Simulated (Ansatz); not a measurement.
# CH₄InNO₃: small, medium and large basis sets

Aim: see how fast density functionals converge with the basis set for CH₄InNO₃.

Program: Ansatz 0.2.0, Gaussian basis. Level of theory: one geometry, several basis sets. These are calculated values, not measurements.

The runs, in order: PBE0-D4/def2-SVP; ωB97M-V/def2-SVP; PBE0-D4/def2-QZVPP; ωB97M-V/def2-QZVPP; the functionals' def2-TZVPP values are taken from earlier runs.

**1. The geometry**

An earlier PBE0-D4 in a triple-zeta def2 set relaxation fixed the geometry. In takes the def2 core potential; no spin-orbit term is included.

SMILES `[NH2][In]([OH])[C](=O)O`, 10 atoms, charge 0, spin multiplicity 1.

Atoms are counted from 1 here; the program's logs count them from 0.

Bond lengths: N1–In2 2.004 Å, N1–H7 1.008 Å, N1–H8 1.010 Å, In2–O3 1.985 Å, In2–C4 2.187 Å, O3–H9 0.959 Å, C4–O5 1.197 Å, C4–O6 1.347 Å, O6–H10 0.974 Å. Angles: In2–N1–H7 118.9°, In2–N1–H8 116.4°, H7–N1–H8 109.9°, N1–In2–O3 111.0°, N1–In2–C4 128.1°, O3–In2–C4 120.3°, In2–O3–H9 113.7°, In2–C4–O5 125.2°, In2–C4–O6 112.2°, O5–C4–O6 122.7°, C4–O6–H10 107.4°.

Coordinates:

```
atom    x (Å)    y (Å)    z (Å)
  N1   0.3825  -1.5683   1.6441
 In2   0.3271   0.0688   0.4894
  O3   1.2451   1.5918   1.3704
  C4  -0.3375   0.2313  -1.5880
  O5   0.3820   0.2178  -2.5451
  O6  -1.6746   0.3618  -1.6853
  H7  -0.3176  -2.2819   1.5110
  H8   0.5369  -1.4174   2.6304
  H9   1.3470   2.3600   0.8049
 H10  -1.8910   0.4362  -2.6318
```

**2. PBE0-D4 in def2-SVP**

File in.yaml:

```yaml
crystal:
  periodic: [false, false, false]
  atoms:
    - {symbol: N, position_ang: [0.382455, -1.568253, 1.644067]}
    - {symbol: In, position_ang: [0.327105, 0.068756, 0.489402]}
    - {symbol: O, position_ang: [1.245059, 1.591753, 1.370438]}
    - {symbol: C, position_ang: [-0.337472, 0.231338, -1.587978]}
    - {symbol: O, position_ang: [0.382045, 0.217791, -2.545083]}
    - {symbol: O, position_ang: [-1.674557, 0.361751, -1.685276]}
    - {symbol: H, position_ang: [-0.317580, -2.281864, 1.511022]}
    - {symbol: H, position_ang: [0.536907, -1.417448, 2.630373]}
    - {symbol: H, position_ang: [1.347029, 2.359971, 0.804880]}
    - {symbol: H, position_ang: [-1.891001, 0.436195, -2.631846]}
basis:
  gaussian: {orbitals: def2-SVP}
hamiltonian: {xc: pbe0, dispersion: d4}
output: {orbitals: {seedname: orbitals}}
```

Started as:

```console
> ansatz run in.yaml --threads 2 --pin off --events-out ev --progress --plain --max-ram 32768MiB --backend cpu
```

The runs that follow: ωB97M-V in def2-SVP; PBE0-D4 in def2-QZVPP; ωB97M-V in def2-QZVPP.

**Question.** What will the summary of the whole plan be? Wanted: PBE0-D4: double and triple zeta above quadruple; ωB97M-V: double and triple zeta above quadruple.

**Answer**, as computed:

| quantity | value |
| --- | --- |
| PBE0-D4: double and triple zeta above quadruple | 11.61, 0.55 eV |
| ωB97M-V: double and triple zeta above quadruple | 11.86, 0.53 eV |

What this shows: For PBE0-D4 the step from double to triple zeta gains 11.06 eV and the next only 0.55 eV. Total energies overstate the basis error of differences, where much of it tends to cancel. The LUMO of ωB97M-V is positive and keeps falling with the basis (0.96 to 0.31 eV): an unbound level that the basis holds in place.
